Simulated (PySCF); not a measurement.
# C6H11N2+: NMR shifts at several levels of theory, part 2 of 2

PySCF 2.14.0. Atoms count from 0.

**5. Shielding tensors: wB97X-D/pcSseg-2**

Job settings and geometry (Å):

```
{"job": {"kind": "nmr", "xc": "wB97X-D", "basis": "pcSseg-2", "pop": false}, "charge": 1, "multiplicity": 1}
C     -0.081515     2.055521    -0.119016
C     -0.022753     0.580632    -0.043878
N     -1.072118    -0.253645     0.026407
C     -2.469744     0.148749     0.015848
C     -0.617694    -1.550131     0.104221
C      0.741543    -1.496657     0.085051
N      1.090385    -0.168533    -0.004126
C      2.451027     0.342720    -0.053439
H     -0.991117     2.385446    -0.637336
H     -0.084012     2.502341     0.889447
H      0.783806     2.455029    -0.663607
H     -2.742456     0.566170    -0.963477
H     -3.088396    -0.734599     0.208658
H     -2.659160     0.890029     0.803022
H     -1.292996    -2.399316     0.167526
H      1.482841    -2.290210     0.128539
H      2.603589     1.097204     0.729176
H      3.142383    -0.489098     0.120505
H      2.662207     0.779589    -1.039453
```

With the program's defaults for keys left out, this is: GIAO wB97X-D/pcSseg-2 NMR shielding, non-relativistic, gas phase.

Standard output:

```text
coarse grid: 15464 points
cycle   1  E = -344.5104620385  dE =  1.863e+00  |g| = 3.817e-01  |ddm| = 2.901e+00
cycle   2  E = -344.5275932372  dE = -1.713e-02  |g| = 3.313e-01  |ddm| = 5.191e-01
cycle   3  E = -344.5512373313  dE = -2.364e-02  |g| = 5.663e-02  |ddm| = 2.305e-01
cycle   4  E = -344.5519736373  dE = -7.363e-04  |g| = 1.726e-02  |ddm| = 6.471e-02
cycle   5  E = -344.5520447724  dE = -7.114e-05  |g| = 3.796e-03  |ddm| = 1.695e-02
cycle   6  E = -344.5520483326  dE = -3.560e-06  |g| = 1.187e-03  |ddm| = 3.786e-03
final grid: 148328 points
cycle   7  E = -344.5624656021  dE = -3.448e-04  |g| = 7.669e-03  |ddm| = 7.860e-02
cycle   8  E = -344.5624726800  dE = -7.078e-06  |g| = 5.714e-03  |ddm| = 1.154e-02
cycle   9  E = -344.5624793592  dE = -6.679e-06  |g| = 1.092e-03  |ddm| = 3.808e-03
cycle  10  E = -344.5624795458  dE = -1.866e-07  |g| = 5.571e-04  |ddm| = 9.426e-04
cycle  11  E = -344.5624796079  dE = -6.206e-08  |g| = 1.063e-04  |ddm| = 3.722e-04
cycle  12  E = -344.5624796103  dE = -2.434e-09  |g| = 4.675e-05  |ddm| = 8.734e-05
cycle  13  E = -344.5624796108  dE = -5.217e-10  |g| = 1.026e-05  |ddm| = 3.954e-05
converged SCF energy = -344.5624796108

GIAO shielding tensors (ppm)
atom      isotropic    diamagn.    paramagn.     s11        s22        s33       span
  0 C      173.843     243.188     -69.345    159.837    176.191    185.501     25.664
  1 C       27.318     267.594    -240.277    -16.153    -11.138    109.243    125.396
  2 N       58.125     329.164    -271.039    -55.819     57.645    172.550    228.370
  3 C      146.444     242.679     -96.235    127.235    128.173    183.925     56.691
  4 C       50.705     260.185    -209.480    -27.605     54.991    124.728    152.332
  5 C       50.715     260.179    -209.464    -27.586     55.004    124.727    152.312
  6 N       58.098     329.175    -271.077    -55.856     57.620    172.531    228.387
  7 C      146.449     242.671     -96.222    127.258    128.182    183.906     56.648
  8 H       28.648      29.619      -0.971     23.015     28.527     34.401     11.386
  9 H       28.869      29.100      -0.231     24.834     25.651     36.122     11.288
 10 H       28.648      29.619      -0.971     23.019     28.525     34.401     11.382
 11 H       27.592      28.984      -1.392     23.302     25.706     33.766     10.464
 12 H       27.470      27.640      -0.169     22.201     26.893     33.317     11.116
 13 H       27.630      29.037      -1.408     22.913     26.549     33.426     10.513
 14 H       24.076      31.510      -7.434     20.548     25.387     26.293      5.744
 15 H       24.078      31.510      -7.432     20.549     25.390     26.294      5.744
 16 H       27.630      29.041      -1.411     22.915     26.551     33.426     10.511
 17 H       27.471      27.637      -0.166     22.201     26.895     33.317     11.115
 18 H       27.591      28.976      -1.385     23.301     25.706     33.766     10.465
```

Wall time 3 min (8 threads of Arm Neoverse N1, shared host).

This run: δ C1 157.1, C4 133.7, C3 38.0, C0 10.6, H14 7.28, H11 3.79 ppm (means over like atoms).

**6. Nuclear shieldings: KT2/pcSseg-2**

Settings changed since step 5:

```diff
@@ -1,2 +1,2 @@
-{"job": {"kind": "nmr", "xc": "wB97X-D", "basis": "pcSseg-2", "pop": false}, "charge": 1, "multiplicity": 1}
+{"job": {"kind": "nmr", "xc": "KT2", "basis": "pcSseg-2", "pop": false}, "charge": 1, "multiplicity": 1}
 C     -0.081515     2.055521    -0.119016
```

Method: GIAO KT2/pcSseg-2 NMR shielding, non-relativistic, gas phase.

Standard output:

```text
coarse grid: 15464 points
cycle   1  E = -350.5491721668  dE =  1.218e+00  |g| = 4.520e-01  |ddm| = 3.197e+00
cycle   2  E = -350.4843093213  dE =  6.486e-02  |g| = 6.806e-01  |ddm| = 9.017e-01
cycle   3  E = -350.5910852637  dE = -1.068e-01  |g| = 1.702e-01  |ddm| = 5.624e-01
cycle   4  E = -350.5980300136  dE = -6.945e-03  |g| = 5.018e-02  |ddm| = 1.662e-01
cycle   5  E = -350.5986409549  dE = -6.109e-04  |g| = 1.547e-02  |ddm| = 4.422e-02
cycle   6  E = -350.5986849655  dE = -4.401e-05  |g| = 6.472e-03  |ddm| = 1.296e-02
cycle   7  E = -350.5986943644  dE = -9.399e-06  |g| = 1.015e-03  |ddm| = 4.588e-03
final grid: 148328 points
cycle   8  E = -350.6223881458  dE = -6.503e-04  |g| = 9.900e-03  |ddm| = 3.366e-01
cycle   9  E = -350.6223684206  dE =  1.973e-05  |g| = 1.256e-02  |ddm| = 1.969e-02
cycle  10  E = -350.6224068335  dE = -3.841e-05  |g| = 3.128e-03  |ddm| = 1.178e-02
cycle  11  E = -350.6224084998  dE = -1.666e-06  |g| = 1.674e-03  |ddm| = 3.208e-03
cycle  12  E = -350.6224091786  dE = -6.788e-07  |g| = 4.518e-04  |ddm| = 1.391e-03
cycle  13  E = -350.6224092197  dE = -4.107e-08  |g| = 1.689e-04  |ddm| = 3.650e-04
cycle  14  E = -350.6224092257  dE = -6.071e-09  |g| = 5.801e-05  |ddm| = 1.408e-04
cycle  15  E = -350.6224092266  dE = -8.315e-10  |g| = 9.204e-06  |ddm| = 4.610e-05
converged SCF energy = -350.6224092266

GIAO shielding tensors (ppm)
atom      isotropic    diamagn.    paramagn.     s11        s22        s33       span
  0 C      172.797     242.292     -69.494    157.416    176.623    184.353     26.937
  1 C       39.982     268.113    -228.131      3.939      7.323    108.684    104.745
  2 N       63.373     326.999    -263.626    -37.497     61.849    165.769    203.266
  3 C      144.409     240.919     -96.510    124.226    125.754    183.247     59.021
  4 C       59.520     260.929    -201.409     -6.689     61.994    123.255    129.944
  5 C       59.529     260.941    -201.411     -6.669     61.999    123.258    129.927
  6 N       63.360     326.996    -263.636    -37.548     61.842    165.786    203.334
  7 C      144.411     240.910     -96.499    124.234    125.772    183.227     58.993
  8 H       28.490      29.444      -0.954     23.093     28.327     34.050     10.957
  9 H       28.707      29.148      -0.441     24.805     25.345     35.970     11.165
 10 H       28.490      29.443      -0.953     23.095     28.324     34.051     10.956
 11 H       27.359      28.763      -1.404     23.167     25.424     33.488     10.322
 12 H       27.268      27.365      -0.097     22.250     26.679     32.875     10.625
 13 H       27.400      28.877      -1.477     22.825     26.232     33.143     10.318
 14 H       24.052      30.051      -5.999     20.767     25.125     26.263      5.496
 15 H       24.052      30.047      -5.995     20.768     25.126     26.263      5.495
 16 H       27.401      28.874      -1.473     22.827     26.232     33.144     10.317
 17 H       27.269      27.362      -0.094     22.249     26.681     32.876     10.626
 18 H       27.360      28.763      -1.403     23.167     25.425     33.487     10.320
```

Run time: 94 s. Hardware: 8 threads of Arm Neoverse N1, shared host.

In short: δ C1 142.3, C4 122.8, C3 37.9, C0 9.5, H14 7.12, H11 3.83 ppm (means over like atoms).

**7. NMR shieldings: HF/pcSseg-2**

Settings changed since step 6:

```diff
@@ -1,2 +1,2 @@
-{"job": {"kind": "nmr", "xc": "KT2", "basis": "pcSseg-2", "pop": false}, "charge": 1, "multiplicity": 1}
+{"job": {"kind": "nmr", "xc": "HF", "basis": "pcSseg-2", "pop": false}, "charge": 1, "multiplicity": 1}
 C     -0.081515     2.055521    -0.119016
```

Method: GIAO HF/pcSseg-2 NMR shielding, non-relativistic, gas phase.

Standard output:

```text
final grid: 148328 points
cycle   1  E = -342.2773842541  dE =  2.608e+00  |g| = 6.722e-01  |ddm| = 2.996e+00
cycle   2  E = -342.4011951912  dE = -1.238e-01  |g| = 3.175e-01  |ddm| = 6.642e-01
cycle   3  E = -342.4239984279  dE = -2.280e-02  |g| = 8.914e-02  |ddm| = 2.951e-01
cycle   4  E = -342.4263344532  dE = -2.336e-03  |g| = 2.294e-02  |ddm| = 1.064e-01
cycle   5  E = -342.4264852021  dE = -1.507e-04  |g| = 4.743e-03  |ddm| = 1.964e-02
cycle   6  E = -342.4264982920  dE = -1.309e-05  |g| = 1.920e-03  |ddm| = 6.783e-03
cycle   7  E = -342.4265014613  dE = -3.169e-06  |g| = 1.152e-03  |ddm| = 3.079e-03
cycle   8  E = -342.4265024828  dE = -1.021e-06  |g| = 3.314e-04  |ddm| = 2.097e-03
cycle   9  E = -342.4265026241  dE = -1.413e-07  |g| = 1.200e-04  |ddm| = 8.690e-04
cycle  10  E = -342.4265026341  dE = -1.004e-08  |g| = 3.363e-05  |ddm| = 2.530e-04
cycle  11  E = -342.4265026347  dE = -5.656e-10  |g| = 7.283e-06  |ddm| = 5.105e-05
converged SCF energy = -342.4265026347

GIAO shielding tensors (ppm)
atom      isotropic    diamagn.    paramagn.     s11        s22        s33       span
  0 C      181.220     238.553     -57.334    169.510    182.712    191.436     21.926
  1 C       26.731     268.258    -241.528    -22.886    -22.297    125.375    148.261
  2 N       75.597     332.626    -257.028    -49.426     80.112    196.105    245.532
  3 C      156.489     238.552     -82.063    139.260    141.615    188.591     49.332
  4 C       60.133     258.581    -198.449    -28.435     71.229    137.605    166.040
  5 C       60.143     258.585    -198.443    -28.415     71.239    137.604    166.018
  6 N       75.582     332.633    -257.051    -49.488     80.110    196.124    245.612
  7 C      156.496     238.553     -82.057    139.288    141.620    188.579     49.292
  8 H       28.832      29.365      -0.533     22.848     28.665     34.982     12.134
  9 H       29.029      28.591       0.437     24.785     25.809     36.493     11.708
 10 H       28.831      29.363      -0.532     22.850     28.662     34.981     12.131
 11 H       27.874      28.933      -1.059     23.367     25.887     34.369     11.001
 12 H       27.759      27.347       0.412     22.162     27.060     34.055     11.893
 13 H       27.922      29.054      -1.132     22.957     26.773     34.036     11.079
 14 H       24.266      31.529      -7.263     20.222     26.037     26.539      6.317
 15 H       24.267      31.526      -7.260     20.223     26.038     26.539      6.317
 16 H       27.923      29.052      -1.129     22.959     26.773     34.037     11.078
 17 H       27.759      27.343       0.417     22.161     27.061     34.056     11.895
 18 H       27.875      28.933      -1.058     23.368     25.889     34.368     11.000
```

Run time: 93 s. Hardware: 8 threads of Arm Neoverse N1, shared host.

In short: δ C1 164.7, C4 131.3, C3 35.0, C0 10.3, H14 7.42, H11 3.83 ppm (means over like atoms).

**8. Side by side: NMR shifts**

Shifts (ppm) of some atoms, chosen among heavy atoms and hydrogens apart, means over like atoms, with basis size and wall time:

```
             run     C1     C4    C3    C0   H14    H8     N2  functions     time
   PBE0/pcSseg-2  153.8  132.0  37.8  10.2  7.25  2.63  203.1        442  2.4 min
    PBE/pcSseg-2  148.9  130.0  38.4  10.0  7.12  2.57  207.2        442     99 s
wB97X-D/pcSseg-2  157.1  133.7  38.0  10.6  7.28  2.63  202.0        442    3 min
    KT2/pcSseg-2  142.3  122.8  37.9   9.5  7.12  2.61  196.8        442     94 s
     HF/pcSseg-2  164.7  131.3  35.0  10.3  7.42  2.78  185.2        442     93 s
```

**9. Results**

What follows sums up all 2 parts.

```
                                                               quantity                         value
                                                            point group                            Cs
                                   rotational constants (main isotopes)          3.33, 2.04, 1.30 GHz
¹³C shifts against TMS (PBE0/pcSseg-2, means over atoms taken as alike)  153.8, 132.0, 37.8, 10.2 ppm
 ¹H shifts against TMS (PBE0/pcSseg-2, means over atoms taken as alike)          7.25, 3.80, 2.63 ppm
¹⁵N shifts against NH3 (PBE0/pcSseg-2, means over atoms taken as alike)                     203.1 ppm
                                               range of the shift of C1            142.3 to 164.7 ppm
```

In words: Single values in the summary come from the first run of each kind that ended normally (PBE0/pcSseg-2), which need not be the best level. Relaxing lowered the energy by 0.045 eV in 7 steps; the close pair that moved most is C4–H14, from 1.070 to 1.087 Å. At PBE0/pcSseg-2: The largest span, 223 ppm, is at N2, N6, where the paramagnetic term is -270 ppm. NICS(1)zz of -26 ppm above the planar ring from C1 marks a diatropic (aromatic) ring current. In ppm, C1 moves most: its shift spreads over 22.4 ppm, from 142.3 (KT2/pcSseg-2) to 164.7 (HF/pcSseg-2). Part of that comes from the computed reference.
